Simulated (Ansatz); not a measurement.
# GaNH2 (singlet): the correlation ladder, cc-pVDZ

One table from this session's results is given with a row withheld; the runs are named, their logs left out.

Program: Ansatz 0.2.0, Gaussian basis. Level of theory: cc-pVDZ, core rule «outside noble gas», up to 15 orbitals frozen. These are calculated values, not measurements.

To be run: UHF; CCSD(T) on RHF; BCCD(T) on RHF; CISD; CCSDT(Q) on RHF; CCSDTQ on RHF.

5 further runs of the same task are left out: 4 for a known fault of the program, 1 set aside as unsound or not needed.

## The system

The geometry is a PBE0/def2-TZVP stationary point (not a proven minimum). No spin-orbit coupling is included. The filled d shell of Ga may be among the frozen orbitals whatever the setting's name suggests; the logs give the count.

4 atoms, charge 0, spin multiplicity 1.

Atoms are counted from 1 here; the program's logs count them from 0.

Bond lengths: N1–Ga2 1.870 Å, N1–H3 1.011 Å, N1–H4 1.011 Å. Angles: Ga2–N1–H3 125.2°, Ga2–N1–H4 125.2°, H3–N1–H4 109.5°.

Geometry (Å):

```xyz
4

N     0.00000    0.00000    1.50680
Ga    0.00000    0.00000   -0.36313
H     0.00000    0.82577    2.09016
H     0.00000   -0.82577    2.09016
```

The first run:

Input file in.yaml:

```yaml
crystal:
  periodic: [false, false, false]
  atoms:
    - {symbol: N, position_ang: [0.000000, 0.000000, 1.506801]}
    - {symbol: Ga, position_ang: [0.000000, 0.000000, -0.363134]}
    - {symbol: H, position_ang: [0.000000, 0.825767, 2.090162]}
    - {symbol: H, position_ang: [0.000000, -0.825767, 2.090162]}
basis:
  gaussian: {orbitals: cc-pVDZ}
magnetization: {spin_polarized: true, initial_magnetization: 0}
hamiltonian: {xc: hf}
output: {orbitals: {seedname: orbitals}}
```

Run with:

```bash
$ ansatz run in.yaml --threads 1 --pin off --events-out ev --progress --plain --max-ram 2816MiB --backend cpu
```

Among the steps run: UHF; CCSD(T) on RHF; BCCD(T) on RHF; CISD; CCSDT(Q) on RHF; CCSDTQ on RHF.

One table of the session follows, with a row left open; its other results are not shown here.

It belongs to the step «Misses and costs». 

| method | from RCCSDTQ (meV) |
| --- | --- |
| RHF | +6895.9 |
| RMP2 | ? |
| RCCSD | +215.2 |
| RCCSD(T) | +31.9 |
| BCCD(T) | +30.5 |
| RCCSDT | +17.0 |
| RCCSDT(Q) | -2.2 |
| RCCSDTQ | 0 |

**Question.** Estimate the row for RMP2.

**Answer.** from RCCSDTQ (meV): +802.3. In the column «from RCCSDTQ (meV)» it lies between RCCSD (+215.2) and RHF (+6895.9).

Not comparable, so not listed: CISD (they don't share determinant, frozen orbitals or solution with the rows shown, or repeat one).
